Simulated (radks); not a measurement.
# Polarisabilities and dispersion coefficients of Be, B⁺, C²⁺ and others

The task here is to estimate one member of a computed series from the others.

Program: radks (a radial shooting solver on a logarithmic mesh, Libxc functionals) version 1. Level of theory: non-relativistic Kohn-Sham, exchange-only LDA, spin-polarised, spherical densities, point nucleus. These are calculated values, not measurements, unless marked.

### The atom as given

```
species : Be ([He] 2s2), B⁺ ([He] 2s2), C²⁺ ([He] 2s2), N³⁺ ([He] 2s2), O⁴⁺ ([He] 2s2), F⁵⁺ ([He] 2s2), Ne⁶⁺ ([He] 2s2), Mg⁸⁺ ([He] 2s2)
```

Set-up of the first run:

Input:

```text
Z 4
configuration [He] 2s2
relativity non-relativistic
functional lda,
spin polarised
nucleus point
response adiabatic LDA kernel
```

Among the steps run: Be, [He] 2s2; B⁺, [He] 2s2; C²⁺, [He] 2s2; N³⁺, [He] 2s2; O⁴⁺, [He] 2s2; F⁵⁺, [He] 2s2; Ne⁶⁺, [He] 2s2; Mg⁸⁺, [He] 2s2.

One table of the session follows, with a row left open; its other results are not shown here.

```
species  −ε(HOMO) (eV)  α (bohr³)  α uncoupled (bohr³)  C6 (hartree bohr⁶)  C8 (hartree bohr⁸)
     Be          4.627      47.13                88.52               295.1               16953
     B⁺         18.149      10.95                20.98               30.11               597.8
    C²⁺         38.702      4.263                8.158               6.585               64.46
    N³⁺         66.150      2.101                4.006               2.068               11.75
    O⁴⁺         100.45      1.190                2.260              0.8081               2.936
    F⁵⁺              ?          ?                    ?                   ?                   ?
   Ne⁶⁺         189.53     0.4901               0.9255              0.1844              0.3278
   Mg⁸⁺         305.87     0.2478               0.4659             0.05876             0.05935
```

Estimate the missing values for F⁵⁺.

As computed: −ε(HOMO) (eV): 141.58; α (bohr³): 0.7387; α uncoupled (bohr³): 1.399; C6 (hartree bohr⁶): 0.3659; C8 (hartree bohr⁸): 0.9078. In the column «−ε(HOMO) (eV)» it lies between O⁴⁺ (100.45) and Ne⁶⁺ (189.53).

Uncoupled leaves out the potential induced by the response; Be is the most polarisable and Mg⁸⁺ the least, a factor 190 apart. C8 is given only where no p, d or f shell is open.
